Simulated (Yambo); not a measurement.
An input for Yambo 5.3.0 (Fe):

The input optics6.in:

```
optics
chi
DipApproach= "Covariant"
Chimod= "IP"
% BndsRnXd
 1 | 33 |
%
% LongDrXd
 1 | 0 | 0 |
%
% QpntsRXd
 1 | 1 |
%
% EnRngeXd
 0 | 10 | eV
%
% DmRngeXd
 0.05 | 0.05 | eV
%
ETStpsXd= 200
```

File scf.in:

```
&CONTROL
  calculation = 'scf'
  prefix = 'pwscf'
  outdir = './tmp'
  pseudo_dir = './pseudo'
/
&SYSTEM
  ibrav = 0
  nat = 1
  ntyp = 1
  ecutwfc = 90
  nbnd = 17
  occupations = 'smearing'
  smearing = 'fd'
  degauss = 0.00367493
  nspin = 2
  starting_magnetization(1) = 0.1875
  force_symmorphic = .true.
/
&ELECTRONS
  conv_thr = 2d-10
  electron_maxstep = 120
  mixing_beta = 0.3
/
ATOMIC_SPECIES
Fe    55.8450 Fe.upf
CELL_PARAMETERS bohr
  -2.7268747978    2.7268747978    2.7268747978
   2.7268747978   -2.7268747978    2.7268747978
   2.7268747978    2.7268747978   -2.7268747978
ATOMIC_POSITIONS bohr
Fe     0.0000000000    0.0000000000    0.0000000000
K_POINTS automatic
14 14 14 0 0 0
```

The input nscf.in:

```
&CONTROL
  calculation = 'nscf'
  prefix = 'pwscf'
  outdir = './tmp'
  pseudo_dir = './pseudo'
/
&SYSTEM
  ibrav = 0
  nat = 1
  ntyp = 1
  ecutwfc = 90
  nbnd = 33
  occupations = 'smearing'
  smearing = 'fd'
  degauss = 0.00367493
  nspin = 2
  starting_magnetization(1) = 0.1875
  force_symmorphic = .true.
/
&ELECTRONS
  conv_thr = 1d-08
  diago_full_acc = .true.
  diago_thr_init = 1d-06
/
ATOMIC_SPECIES
Fe    55.8450 Fe.upf
CELL_PARAMETERS bohr
  -2.7268747978    2.7268747978    2.7268747978
   2.7268747978   -2.7268747978    2.7268747978
   2.7268747978    2.7268747978   -2.7268747978
ATOMIC_POSITIONS bohr
Fe     0.0000000000    0.0000000000    0.0000000000
K_POINTS automatic
14 14 14 0 0 0
```

Potentials or basis: PseudoDojo 0.4.1 SR PBEsol standard.

Run with:

```sh
$ OMP_NUM_THREADS=1 pw.x -in scf.in > scf.out
$ OMP_NUM_THREADS=1 pw.x -in nscf.in > nscf.out
$ cd tmp/pwscf.save; p2y; mv SAVE ../..; cd ../..
$ OMP_NUM_THREADS=1 yambo
$ OMP_NUM_THREADS=1 yambo -F optics6.in -J optics6 -C optics6_out
```

**Question.** What does the program do with it?

**Answer.** The run stopped without a result. It printed:

Yambo's report:

```text
[... sections 02.01 to 02.04 as in the set-up run ...]

  [02.05] Energies & Occupations
  ==============================

  [WARNING] Merged spin levels are metallic
  [X] === Spin Independent ===
  [X] Electronic Temperature                        :  0.258606E-1   300.100    [eV K]
  [X] Bosonic    Temperature                        :  0.258606E-1   300.100    [eV K]
  [X] Finite Temperature mode                       : yes
[... 91 lines left out ...]

  [04.01] Setup: observables and procedures
  =========================================

   Smallest q vectors (crystal coordinates) :
        0.071429      0.071429      0.071429
   Smallest g0 vector in each direction: positive:  13  10   8
                                         negative:   2   5   7
   Lenght of G vectors in each direction:     1.62929480    1.62929480    1.62929480

  [ERROR] STOP signal received while in[04.01] Setup: observables and procedures

  [ERROR] Covariant dipoles not implemented for metals
```

Among its messages:

```text
[X] Metallic system
```
